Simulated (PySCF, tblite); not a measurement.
# C5H10SSi: geometry, infrared bands and NMR shifts

Aim: predict the infrared bands and NMR shifts of C5H10SSi (`[SiH3]S[C@H]1CC12CC2`).

Computed with tblite 0.8.0 and PySCF 2.14.0, with density-fitted response routines of our own, on a single molecule in the gas phase. Atoms count from 0, in the outputs and in this text.

## (1) Starting geometry

17 atoms, charge 0, multiplicity 1; geometry from: force field or distance geometry start.

Bonds of the start (Å): Si0–S1 2.13, S1–C2 1.78, C2–C3 1.53, C3–C4 1.40, C4–C5 1.46, C5–C6 1.53, C4–C2 1.44, C6–C4 1.42, Si0–H7 1.46, Si0–H8 1.46, Si0–H9 1.48, C2–H10 1.12, C3–H11 1.12, C3–H12 1.12, C5–H13 1.11, C5–H14 1.11, C6–H15 1.11, C6–H16 1.12.

## (2) Optimising the geometry with GFN2-xTB

Job settings and geometry (Å):

```
{"job": {"kind": "relax", "xc": "GFN2-xTB", "basis": "xTB"}, "charge": 0, "multiplicity": 1}
Si     2.937700    -0.112700    -0.351400
S      1.527200    -1.102100     0.909400
C     -0.134900    -1.124400     0.273700
C     -1.157200    -0.744100     1.348800
C     -1.016100     0.009600     0.174700
C     -1.944600     0.442100    -0.860300
C     -0.905900     1.369900    -0.218700
H      3.768900    -1.107900    -1.024600
H      2.308600     0.838100    -1.263500
H      3.839400     0.658900     0.527100
H     -0.381700    -2.010100    -0.373100
H     -0.759800    -0.352300     2.323800
H     -1.927000    -1.531000     1.551500
H     -2.976200     0.773600    -0.637600
H     -1.747000     0.086100    -1.895300
H     -0.166200     1.739100    -0.953800
H     -1.272000     2.179400     0.459200
```

On the command line:

```sh
$ OMP_NUM_THREADS=1 python probes_run.py task.json out
```

One launch serves the whole session: the jobs run in the order shown.

**Question.** This job is followed by: GFN2-xTB harmonic vibrations, gas phase; GIAO PBE0/pcSseg-1 NMR shielding, non-relativistic, gas phase. What will the session give for the following? strongest single infrared mode (GFN2-xTB); zero-point energy (GFN2-xTB); ¹³C shifts against TMS (PBE0/pcSseg-1); ¹H shifts against TMS (PBE0/pcSseg-1, means over atoms taken as alike); ²⁹Si shifts against TMS (PBE0/pcSseg-1); ³³S shifts against CS2 (PBE0/pcSseg-1).

The runs gave:

| quantity | value |
| --- | --- |
| strongest single infrared mode (GFN2-xTB) | 768 cm⁻¹, 446 km/mol |
| zero-point energy (GFN2-xTB) | 81.3 kcal/mol |
| ¹³C shifts against TMS (PBE0/pcSseg-1) | 26.4, 20.5, 18.2, 12.0, 8.2 ppm |
| ¹H shifts against TMS (PBE0/pcSseg-1, means over atoms taken as alike) | 4.47, 2.11, 1.33, 1.19, 1.00, 0.95, 0.95, 0.83 ppm |
| ²⁹Si shifts against TMS (PBE0/pcSseg-1) | -55.9 ppm |
| ³³S shifts against CS2 (PBE0/pcSseg-1) | -151 ppm |

**Reading.** Over 126 steps the energy fell by 0.783 eV; of the close pairs, C3–C4 changed most, 1.402 to 1.480 Å. No mode is imaginary among the 45: a minimum at this level. The strongest single mode, at 768 cm⁻¹, is carried by H9, H8, H7. Unscaled tight-binding wavenumbers are off by several per cent, some by more. Its intensities can rank the bands wrongly. At PBE0/pcSseg-1: The widest tensor belongs to S1: span 422 ppm, with a paramagnetic part of -403 ppm.
